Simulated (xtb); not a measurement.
# CH7FGe2 (SMILES F[CH]([GeH3])[GeH3]) at GFN2-xTB

We compute a geometry optimisation of CH7FGe2. 

The calculation is run with xtb 6.7.1.

3 further runs of the same task are left out: 3 set aside as unsound or not needed.

## Step 1: The structure to begin with

CH7FGe2 has 11 atoms, charge 0, and is taken as a singlet. SMILES: `F[CH]([GeH3])[GeH3]`. Geometry: a GFN2-xTB relaxation, a rough one for these elements and not checked as a minimum. The run starts from this shape.

Bond lengths: F1–C2 1.400 Å, C2–Ge3 1.980 Å, C2–Ge4 1.980 Å, C2–H5 1.094 Å, Ge3–H6 1.494 Å, Ge3–H7 1.492 Å, Ge3–H8 1.495 Å, Ge4–H9 1.495 Å, Ge4–H10 1.492 Å, Ge4–H11 1.494 Å. Some angles: F1–C2–Ge3 106.6°, F1–C2–Ge4 106.6°, Ge3–C2–Ge4 116.1°, F1–C2–H5 105.7°, Ge3–C2–H5 110.6°, Ge4–C2–H5 110.6°, C2–Ge3–H6 109.3°, C2–Ge3–H7 110.0°, C2–Ge3–H8 110.1°, C2–Ge4–H9 110.1°.

## Step 2: A structure relaxation at GFN2-xTB

Input file struc.xyz:

```xyz
11

F     -0.702840     1.685220    -0.556950
C     -0.675410     0.363560    -0.096940
Ge     0.287730     0.385350     1.632830
Ge     0.145830    -0.720800    -1.535980
H     -1.722200     0.079760     0.049110
H     -0.342210     1.394200     2.537170
H      1.716560     0.757870     1.417440
H      0.226920    -0.965000     2.272240
H      0.071190    -2.173160    -1.189960
H      1.576580    -0.334490    -1.711670
H     -0.582140    -0.472500    -2.817300
```

Launch:

```bash
$ xtb struc.xyz -o vtight --gfn2 > xtb.out 2> xtb.err
```

**Question.** What will come out? Wanted: total energy at the end; dipole moment; HOMO energy; LUMO energy; HOMO–LUMO gap; dispersion energy; mean polarisability.

Answer, from the run:

At GFN2-xTB:

```
                      quantity          value
       total energy at the end   -14.25931 Eh
                 dipole moment         1.78 D
                   HOMO energy      -11.23 eV
                   LUMO energy       -4.11 eV
                 HOMO–LUMO gap        7.12 eV
             dispersion energy  -16.30 kJ/mol
mean polarisability (D4 model)     77.0 bohr³
```

In words: At the final geometry: Bond lengths: F1–C2 1.400 Å, C2–Ge3 1.980 Å, C2–Ge4 1.980 Å, C2–H5 1.094 Å, Ge3–H6 1.494 Å, Ge3–H7 1.492 Å, Ge3–H8 1.495 Å, Ge4–H9 1.495 Å, Ge4–H10 1.492 Å, Ge4–H11 1.494 Å. Some angles: F1–C2–Ge3 106.6°, F1–C2–Ge4 106.6°, Ge3–C2–Ge4 116.1°, F1–C2–H5 105.6°, Ge3–C2–H5 110.6°, Ge4–C2–H5 110.6°, C2–Ge3–H6 109.3°, C2–Ge3–H7 110.0°, C2–Ge3–H8 110.1°, C2–Ge4–H9 110.1°. The optimisation took 4 steps and changed the energy by -0.000 eV.
